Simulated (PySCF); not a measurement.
**Ag⁺, Ag²⁺: excitation energies in def2-TZVPPD with ECP28**

Wanted: the excitation energy of silver, up a ladder of methods.

Method: unrestricted determinants in a Gaussian basis, no spin-orbit coupling in the energies. Code: PySCF 2.14.0.

## Step 1: What is computed

| Quantity | Value |
| --- | --- |
| Element | silver (Z = 47) |
| Basis | def2-TZVPPD with the def2 core potential (28 electrons) (6s4p3d2f1g, 56 functions) |
| Hamiltonian | scalar relativity through the core potential |
| State 1 | Ag⁺: [Kr] 4d9 5s1, high-spin 3D determinant (an excited configuration) |
| State 2 | Ag²⁺: [Kr] 4d8 5s1, high-spin 4F determinant (an excited configuration) |
| State 3 | Ag²⁺: [Kr] 4d8 5p1, one real determinant (an excited configuration) |
| Needed too, but not shown | Ag⁺ [Kr] 4d10 (1S), Ag²⁺ [Kr] 4d9 (2D) |
| Methods | UHF, LDA, PBE, PBE0, r2SCAN, BLYP, MN15, r2SCANh, revPBE, MP2 |
| Core shells frozen in the correlated runs | valence: 4s2 4p6; valence and next inner shell: nothing (for Ag⁺) |

The outer shells:

Ag+ [Kr] 4d9 5s1
```
[Kr] core
4d [↑↓][↑↓][↑↓][↑↓][↑ ]
5s [↑ ]
```

Ag2+ [Kr] 4d8 5s1
```
[Kr] core
4d [↑↓][↑↓][↑↓][↑ ][↑ ]
5s [↑ ]
```

Ag2+ [Kr] 4d8 5p1
```
[Kr] core
4d [↑↓][↑↓][↑↓][↑ ][↑ ]
5p [↑ ][  ][  ]
```

One driver process ran all states and methods and kept the integrals in memory. Each run is shown as a PySCF script that sums up its settings (the driver passes frozen orbitals as a list and adds second-order terms of double hybrids); the logs are those of the runs themselves. The driver starts from symmetry-adapted Hartree-Fock orbitals, holds the occupation by maximum overlap and uses a logarithmic radial grid for functionals, so a plain start would take other cycles.

The driver's launch:

```console
OMP_NUM_THREADS=1 python atomrun2.py TASK.json OUT
```

The integrals over 56 functions and the set-up took 0.13 s of CPU time.

## Step 2: Ag⁺ [Kr] 4d9 5s1, method by method

UHF:

input.py reads:

```python
from pyscf import gto, scf, dft, mp, cc
import basis_set_exchange as bse
txt = bse.get_basis("def2-TZVPPD", elements=["Ag"], fmt="nwchem", header=False)
cut = txt.index("\nECP")
mol = gto.M(atom="Ag 0 0 0", charge=1, spin=2, symmetry="D2h",
            basis=gto.basis.parse(txt[:cut]),
            ecp={"Ag": gto.basis.parse_ecp(txt[cut:])})
mf = scf.UHF(mol)
mf.irrep_nelec = {'Ag': (4, 2), 'B1g': (1, 1), 'B2g': (1, 1), 'B3g': (1, 1), 'B1u': (1, 1), 'B2u': (1, 1), 'B3u': (1, 1)}
mf.kernel()
```

Log:

```text
damping factor = 0
level_shift factor = 0
DIIS = <class 'pyscf.scf.diis.CDIIS'>
diis_start_cycle = 1
diis_space = 10
diis_damp = 0
SCF conv_tol = 1e-09
SCF conv_tol_grad = None
number electrons alpha = 10  beta = 8
cycle= 1 E= -145.721364500446  delta_E= -0.00648  |g|= 0.0305  |ddm|= 0.0481
cycle= 2 E= -145.721563514639  delta_E= -0.000199  |g|= 0.00637  |ddm|= 0.00892
cycle= 3 E= -145.721575676402  delta_E= -1.22e-05  |g|= 0.000901  |ddm|= 0.004
cycle= 4 E= -145.72157632189  delta_E= -6.45e-07  |g|= 0.000434  |ddm|= 0.00118
cycle= 5 E= -145.721576540844  delta_E= -2.19e-07  |g|= 0.000153  |ddm|= 0.000829
cycle= 6 E= -145.72157658679  delta_E= -4.59e-08  |g|= 4.92e-05  |ddm|= 0.00047
cycle= 7 E= -145.721576592161  delta_E= -5.37e-09  |g|= 6.63e-06  |ddm|= 0.000201
cycle= 8 E= -145.721576592217  delta_E= -5.64e-11  |g|= 9.14e-07  |ddm|= 1.99e-05
converged SCF energy = -145.721576592217  <S^2> = 2.0021336  2S+1 = 3.001422
```

CPU time 0.24 s on a shared host, the integrals not counted.

Orbital energies by shell (radii are means over both spins):

```tsv
shell	electrons	mean orbital energy (eV)	spread (eV)	rms radius (bohr)
4s α	1	-132.23	0	0.979
4s β	1	-129.84	0	0.979
4p α	3	-89.937	1.860	1.08
4p β	3	-87.228	1.440	1.08
4d α	5	-27.193	2.163	1.44
4d β	4	-25.859	1.633	1.44
5s α	1	-15.478	0	3.02
```

⟨S²⟩ = 2.002, ⟨L²⟩ = 6.03.

Energies and moments cover only the electrons outside the core potential.

LDA:

Changes to input.py:

```diff
@@ -7,3 +7,3 @@
             ecp={"Ag": gto.basis.parse_ecp(txt[cut:])})
-mf = scf.UHF(mol)
+mf = dft.UKS(mol, xc="LDA,VWN")
 mf.irrep_nelec = {'Ag': (4, 2), 'B1g': (1, 1), 'B2g': (1, 1), 'B3g': (1, 1), 'B1u': (1, 1), 'B2u': (1, 1), 'B3u': (1, 1)}
```

Log:

```text
damping factor = 0
level_shift factor = 0
DIIS = <class 'pyscf.scf.diis.CDIIS'>
diis_start_cycle = 1
diis_space = 10
diis_damp = 0
SCF conv_tol = 1e-09
SCF conv_tol_grad = None
number electrons alpha = 10  beta = 8
XC functionals = LDA,VWN
    P. A. M. Dirac.,  Math. Proc. Cambridge Philos. Soc. 26, 376 (1930)
    F. Bloch.,  Z. Phys. 57, 545 (1929)
    S. H. Vosko, L. Wilk, and M. Nusair.,  Can. J. Phys. 58, 1200 (1980)
cycle= 1 E= -146.22135647565  delta_E= -0.00808  |g|= 0.165  |ddm|= 0.394
cycle= 2 E= -146.21786950971  delta_E= 0.00349  |g|= 0.202  |ddm|= 0.246
cycle= 3 E= -146.228416459762  delta_E= -0.0105  |g|= 0.00351  |ddm|= 0.134
cycle= 4 E= -146.228418779678  delta_E= -2.32e-06  |g|= 0.000125  |ddm|= 0.00191
cycle= 5 E= -146.22841878625  delta_E= -6.57e-09  |g|= 3.81e-05  |ddm|= 0.000197
cycle= 6 E= -146.228418786678  delta_E= -4.29e-10  |g|= 1.19e-06  |ddm|= 3.5e-05
converged SCF energy = -146.228418786678  <S^2> = 2.0002691  2S+1 = 3.0001794
```

CPU time 0.23 s on a shared host, the integrals not counted.

PBE:

Changes to input.py:

```diff
@@ -7,3 +7,3 @@
             ecp={"Ag": gto.basis.parse_ecp(txt[cut:])})
-mf = dft.UKS(mol, xc="LDA,VWN")
+mf = dft.UKS(mol, xc="PBE")
 mf.irrep_nelec = {'Ag': (4, 2), 'B1g': (1, 1), 'B2g': (1, 1), 'B3g': (1, 1), 'B1u': (1, 1), 'B2u': (1, 1), 'B3u': (1, 1)}
```

Log:

```text
damping factor = 0
level_shift factor = 0
DIIS = <class 'pyscf.scf.diis.CDIIS'>
diis_start_cycle = 1
diis_space = 10
diis_damp = 0
SCF conv_tol = 1e-09
SCF conv_tol_grad = None
number electrons alpha = 10  beta = 8
XC functionals = PBE
    J. P. Perdew, K. Burke, and M. Ernzerhof.,  Phys. Rev. Lett. 77, 3865 (1996)
    J. P. Perdew, K. Burke, and M. Ernzerhof.,  Phys. Rev. Lett. 78, 1396 (1997)
    J. P. Perdew, K. Burke, and M. Ernzerhof.,  Phys. Rev. Lett. 77, 3865 (1996)
    J. P. Perdew, K. Burke, and M. Ernzerhof.,  Phys. Rev. Lett. 78, 1396 (1997)
cycle= 1 E= -146.515051469014  delta_E= -0.00987  |g|= 0.0881  |ddm|= 0.369
cycle= 2 E= -146.514238436802  delta_E= 0.000813  |g|= 0.105  |ddm|= 0.137
cycle= 3 E= -146.517096448288  delta_E= -0.00286  |g|= 0.00361  |ddm|= 0.0718
cycle= 4 E= -146.517098862331  delta_E= -2.41e-06  |g|= 0.00017  |ddm|= 0.00176
cycle= 5 E= -146.517098872267  delta_E= -9.94e-09  |g|= 3.42e-05  |ddm|= 0.000201
cycle= 6 E= -146.517098872644  delta_E= -3.76e-10  |g|= 1.73e-06  |ddm|= 3.81e-05
converged SCF energy = -146.517098872644  <S^2> = 2.0005629  2S+1 = 3.0003753
```

CPU time 0.4 s on a shared host, the integrals not counted.

PBE0:

Changes to input.py:

```diff
@@ -7,3 +7,3 @@
             ecp={"Ag": gto.basis.parse_ecp(txt[cut:])})
-mf = dft.UKS(mol, xc="PBE")
+mf = dft.UKS(mol, xc="PBE0")
 mf.irrep_nelec = {'Ag': (4, 2), 'B1g': (1, 1), 'B2g': (1, 1), 'B3g': (1, 1), 'B1u': (1, 1), 'B2u': (1, 1), 'B3u': (1, 1)}
```

Log:

```text
damping factor = 0
level_shift factor = 0
DIIS = <class 'pyscf.scf.diis.CDIIS'>
diis_start_cycle = 1
diis_space = 10
diis_damp = 0
SCF conv_tol = 1e-09
SCF conv_tol_grad = None
number electrons alpha = 10  beta = 8
XC functionals = PBE0
    C. Adamo and V. Barone.,  J. Chem. Phys. 110, 6158 (1999)
    M. Ernzerhof and G. E. Scuseria.,  J. Chem. Phys. 110, 5029 (1999)
cycle= 1 E= -146.507287727297  delta_E= -0.00738  |g|= 0.0473  |ddm|= 0.272
cycle= 2 E= -146.507419251738  delta_E= -0.000132  |g|= 0.0401  |ddm|= 0.0863
cycle= 3 E= -146.507821165304  delta_E= -0.000402  |g|= 0.00359  |ddm|= 0.0276
cycle= 4 E= -146.507824290329  delta_E= -3.13e-06  |g|= 0.000208  |ddm|= 0.00415
cycle= 5 E= -146.507824319485  delta_E= -2.92e-08  |g|= 2.02e-05  |ddm|= 0.000911
cycle= 6 E= -146.507824320092  delta_E= -6.07e-10  |g|= 2.57e-06  |ddm|= 6.96e-05
converged SCF energy = -146.507824320092  <S^2> = 2.000778  2S+1 = 3.0005186
```

It used 0.41 s of CPU time after the integrals (shared host).

r2SCAN:

Changes to input.py:

```diff
@@ -7,3 +7,3 @@
             ecp={"Ag": gto.basis.parse_ecp(txt[cut:])})
-mf = dft.UKS(mol, xc="PBE0")
+mf = dft.UKS(mol, xc="R2SCAN")
 mf.irrep_nelec = {'Ag': (4, 2), 'B1g': (1, 1), 'B2g': (1, 1), 'B3g': (1, 1), 'B1u': (1, 1), 'B2u': (1, 1), 'B3u': (1, 1)}
```

Log:

```text
damping factor = 0
level_shift factor = 0
DIIS = <class 'pyscf.scf.diis.CDIIS'>
diis_start_cycle = 1
diis_space = 10
diis_damp = 0
SCF conv_tol = 1e-09
SCF conv_tol_grad = None
number electrons alpha = 10  beta = 8
XC functionals = R2SCAN
    J. W. Furness, A. D. Kaplan, J. Ning, J. P. Perdew, and J. Sun.,  J. Phys. Chem. Lett. 11, 8208-8215 (2020)
    J. W. Furness, A. D. Kaplan, J. Ning, J. P. Perdew, and J. Sun.,  J. Phys. Chem. Lett. 11, 9248-9248 (2020)
    J. W. Furness, A. D. Kaplan, J. Ning, J. P. Perdew, and J. Sun.,  J. Phys. Chem. Lett. 11, 8208-8215 (2020)
    J. W. Furness, A. D. Kaplan, J. Ning, J. P. Perdew, and J. Sun.,  J. Phys. Chem. Lett. 11, 9248-9248 (2020)
cycle= 1 E= -146.556446481694  delta_E= -0.00938  |g|= 0.044  |ddm|= 0.337
cycle= 2 E= -146.55655721315  delta_E= -0.000111  |g|= 0.0428  |ddm|= 0.106
cycle= 3 E= -146.557029601538  delta_E= -0.000472  |g|= 0.00399  |ddm|= 0.0293
cycle= 4 E= -146.557034968716  delta_E= -5.37e-06  |g|= 0.000434  |ddm|= 0.0097
cycle= 5 E= -146.55703528007  delta_E= -3.11e-07  |g|= 5.49e-05  |ddm|= 0.0046
cycle= 6 E= -146.557035282139  delta_E= -2.07e-09  |g|= 7.9e-06  |ddm|= 0.000338
cycle= 7 E= -146.557035282159  delta_E= -2.03e-11  |g|= 2.72e-07  |ddm|= 1.25e-05
converged SCF energy = -146.557035282159  <S^2> = 2.0014049  2S+1 = 3.0009365
```

CPU time 0.81 s on a shared host, the integrals not counted.

BLYP:

Changes to input.py:

```diff
@@ -7,3 +7,3 @@
             ecp={"Ag": gto.basis.parse_ecp(txt[cut:])})
-mf = dft.UKS(mol, xc="R2SCAN")
+mf = dft.UKS(mol, xc="BLYP")
 mf.irrep_nelec = {'Ag': (4, 2), 'B1g': (1, 1), 'B2g': (1, 1), 'B3g': (1, 1), 'B1u': (1, 1), 'B2u': (1, 1), 'B3u': (1, 1)}
```

Log:

```text
damping factor = 0
level_shift factor = 0
DIIS = <class 'pyscf.scf.diis.CDIIS'>
diis_start_cycle = 1
diis_space = 10
diis_damp = 0
SCF conv_tol = 1e-09
SCF conv_tol_grad = None
number electrons alpha = 10  beta = 8
XC functionals = BLYP
    A. D. Becke.,  Phys. Rev. A 38, 3098 (1988)
    C. Lee, W. Yang, and R. G. Parr.,  Phys. Rev. B 37, 785 (1988)
    B. Miehlich, A. Savin, H. Stoll, and H. Preuss.,  Chem. Phys. Lett. 157, 200 (1989)
cycle= 1 E= -146.478297011159  delta_E= -0.0113  |g|= 0.0954  |ddm|= 0.387
cycle= 2 E= -146.477111681769  delta_E= 0.00119  |g|= 0.119  |ddm|= 0.15
cycle= 3 E= -146.480792277067  delta_E= -0.00368  |g|= 0.00343  |ddm|= 0.0789
cycle= 4 E= -146.480794463918  delta_E= -2.19e-06  |g|= 0.000255  |ddm|= 0.00193
cycle= 5 E= -146.480794485342  delta_E= -2.14e-08  |g|= 3.37e-05  |ddm|= 0.000302
cycle= 6 E= -146.480794485708  delta_E= -3.66e-10  |g|= 1.11e-06  |ddm|= 3.51e-05
converged SCF energy = -146.480794485708  <S^2> = 2.0003562  2S+1 = 3.0002375
```

It used 0.36 s of CPU time after the integrals (shared host).

MN15:

Changes to input.py:

```diff
@@ -7,3 +7,3 @@
             ecp={"Ag": gto.basis.parse_ecp(txt[cut:])})
-mf = dft.UKS(mol, xc="BLYP")
+mf = dft.UKS(mol, xc="MN15")
 mf.irrep_nelec = {'Ag': (4, 2), 'B1g': (1, 1), 'B2g': (1, 1), 'B3g': (1, 1), 'B1u': (1, 1), 'B2u': (1, 1), 'B3u': (1, 1)}
```

Log:

```text
damping factor = 0
level_shift factor = 0
DIIS = <class 'pyscf.scf.diis.CDIIS'>
diis_start_cycle = 1
diis_space = 10
diis_damp = 0
SCF conv_tol = 1e-09
SCF conv_tol_grad = None
number electrons alpha = 10  beta = 8
XC functionals = MN15
    H. S. Yu, X. He, S. L. Li, and D. G. Truhlar.,  Chem. Sci. 7, 5032-5051 (2016)
    H. S. Yu, X. He, S. L. Li, and D. G. Truhlar.,  Chem. Sci. 7, 5032-5051 (2016)
cycle= 1 E= -146.197581993032  delta_E= -0.00808  |g|= 0.166  |ddm|= 0.243
cycle= 2 E= -146.198097613487  delta_E= -0.000516  |g|= 0.158  |ddm|= 0.243
cycle= 3 E= -146.203937259967  delta_E= -0.00584  |g|= 0.0029  |ddm|= 0.0997
cycle= 4 E= -146.203941759159  delta_E= -4.5e-06  |g|= 0.000586  |ddm|= 0.00973
cycle= 5 E= -146.203942353144  delta_E= -5.94e-07  |g|= 8.14e-05  |ddm|= 0.00481
cycle= 6 E= -146.203942372771  delta_E= -1.96e-08  |g|= 2.12e-05  |ddm|= 0.000414
cycle= 7 E= -146.203942373999  delta_E= -1.23e-09  |g|= 2.74e-06  |ddm|= 0.000111
cycle= 8 E= -146.203942374006  delta_E= -6.74e-12  |g|= 1.41e-07  |ddm|= 1.53e-05
converged SCF energy = -146.203942374006  <S^2> = 2.0009487  2S+1 = 3.0006324
```

It used 0.93 s of CPU time after the integrals (shared host).

r2SCANh:

Changes to input.py:

```diff
@@ -7,3 +7,3 @@
             ecp={"Ag": gto.basis.parse_ecp(txt[cut:])})
-mf = dft.UKS(mol, xc="MN15")
+mf = dft.UKS(mol, xc="HYB_MGGA_XC_R2SCANH")
 mf.irrep_nelec = {'Ag': (4, 2), 'B1g': (1, 1), 'B2g': (1, 1), 'B3g': (1, 1), 'B1u': (1, 1), 'B2u': (1, 1), 'B3u': (1, 1)}
```

Log:

```text
damping factor = 0
level_shift factor = 0
DIIS = <class 'pyscf.scf.diis.CDIIS'>
diis_start_cycle = 1
diis_space = 10
diis_damp = 0
SCF conv_tol = 1e-09
SCF conv_tol_grad = None
number electrons alpha = 10  beta = 8
XC functionals = HYB_MGGA_XC_R2SCANH
    M. Bursch, H. Neugebauer, S. Ehlert, and S. Grimme.,  J. Chem. Phys. 156, 134105 (2022)
cycle= 1 E= -146.54359476221  delta_E= -0.00846  |g|= 0.0374  |ddm|= 0.305
cycle= 2 E= -146.543770456573  delta_E= -0.000176  |g|= 0.0312  |ddm|= 0.0945
cycle= 3 E= -146.544017567259  delta_E= -0.000247  |g|= 0.00421  |ddm|= 0.0223
cycle= 4 E= -146.54402372427  delta_E= -6.16e-06  |g|= 0.000441  |ddm|= 0.0103
cycle= 5 E= -146.544024053362  delta_E= -3.29e-07  |g|= 4.43e-05  |ddm|= 0.00456
cycle= 6 E= -146.544024056058  delta_E= -2.7e-09  |g|= 3.9e-06  |ddm|= 0.000436
cycle= 7 E= -146.544024056063  delta_E= -5.09e-12  |g|= 3.78e-07  |ddm|= 3.24e-06
converged SCF energy = -146.544024056063  <S^2> = 2.0013729  2S+1 = 3.0009151
```

CPU time 0.79 s on a shared host, the integrals not counted.

revPBE:

Changes to input.py:

```diff
@@ -7,3 +7,3 @@
             ecp={"Ag": gto.basis.parse_ecp(txt[cut:])})
-mf = dft.UKS(mol, xc="HYB_MGGA_XC_R2SCANH")
+mf = dft.UKS(mol, xc="PBE_R,PBE")
 mf.irrep_nelec = {'Ag': (4, 2), 'B1g': (1, 1), 'B2g': (1, 1), 'B3g': (1, 1), 'B1u': (1, 1), 'B2u': (1, 1), 'B3u': (1, 1)}
```

Log:

```text
damping factor = 0
level_shift factor = 0
DIIS = <class 'pyscf.scf.diis.CDIIS'>
diis_start_cycle = 1
diis_space = 10
diis_damp = 0
SCF conv_tol = 1e-09
SCF conv_tol_grad = None
number electrons alpha = 10  beta = 8
XC functionals = PBE_R,PBE
    Y. Zhang and W. Yang.,  Phys. Rev. Lett. 80, 890 (1998)
    J. P. Perdew, K. Burke, and M. Ernzerhof.,  Phys. Rev. Lett. 77, 3865 (1996)
    J. P. Perdew, K. Burke, and M. Ernzerhof.,  Phys. Rev. Lett. 78, 1396 (1997)
cycle= 1 E= -146.569473186739  delta_E= -0.00994  |g|= 0.075  |ddm|= 0.37
cycle= 2 E= -146.568962427022  delta_E= 0.000511  |g|= 0.0875  |ddm|= 0.118
cycle= 3 E= -146.570961724603  delta_E= -0.002  |g|= 0.00379  |ddm|= 0.0613
cycle= 4 E= -146.570964467101  delta_E= -2.74e-06  |g|= 0.000189  |ddm|= 0.00192
cycle= 5 E= -146.570964479589  delta_E= -1.25e-08  |g|= 3.75e-05  |ddm|= 0.000221
cycle= 6 E= -146.570964480047  delta_E= -4.59e-10  |g|= 2.09e-06  |ddm|= 4.43e-05
converged SCF energy = -146.570964480047  <S^2> = 2.0006674  2S+1 = 3.0004449
```

It used 0.35 s of CPU time after the integrals (shared host).

## Step 3: Ag⁺ [Kr] 4d9 5s1, continued

MP2 (valence):

Changes to input.py since step 2:

```diff
@@ -7,4 +7,5 @@
             ecp={"Ag": gto.basis.parse_ecp(txt[cut:])})
-mf = dft.UKS(mol, xc="PBE_R,PBE")
+mf = scf.UHF(mol)
 mf.irrep_nelec = {'Ag': (4, 2), 'B1g': (1, 1), 'B2g': (1, 1), 'B3g': (1, 1), 'B1u': (1, 1), 'B2u': (1, 1), 'B3u': (1, 1)}
 mf.kernel()
+mp.UMP2(mf, frozen=4).kernel()
```

No log was kept for this step.

CPU time 0.04 s on a shared host, the integrals not counted.

With 10 electrons correlated, the MP2 correlation energy is -0.31448 hartree (-0.11871 same spin, -0.19577 opposite spin); the SCS form gives -0.27449. Largest pairs of shells: 4d-4d -0.2772, 4d-5s -0.0373, 5s-5s 0.0000.

MP2 (valence and next inner shell):

Changes to input.py:

```diff
@@ -10,2 +10,2 @@
 mf.kernel()
-mp.UMP2(mf, frozen=4).kernel()
+mp.UMP2(mf, frozen=0).kernel()
```

No log was kept for this step.

CPU time 0.06 s on a shared host, the integrals not counted.

With 18 electrons correlated, the MP2 correlation energy is -0.58591 hartree (-0.19387 same spin, -0.39204 opposite spin); the SCS form gives -0.53507. Largest pairs of shells: 4d-4d -0.2772, 4p-4d -0.1650, 4p-4p -0.0465, 4d-5s -0.0373, 4s-4d -0.0280.

Radial density 4πr²ρ of Ag⁺ at UHF, the electrons outside the core potential:

```tsv
r (bohr)	density	spin density
0.0315	1.21e-05	0.000
0.0530	5.27e-05	0.000
0.0892	0.000387	0.000
0.150	0.00467	0.000
0.252	0.0780	0.006
0.424	1.81	0.094
0.714	15.0	0.652
1.20	13.4	0.807
2.02	2.71	0.611
3.40	0.401	0.307
5.71	0.0159	0.015
9.61	3.34e-05	0.000
```

[end of part 1 of 3]
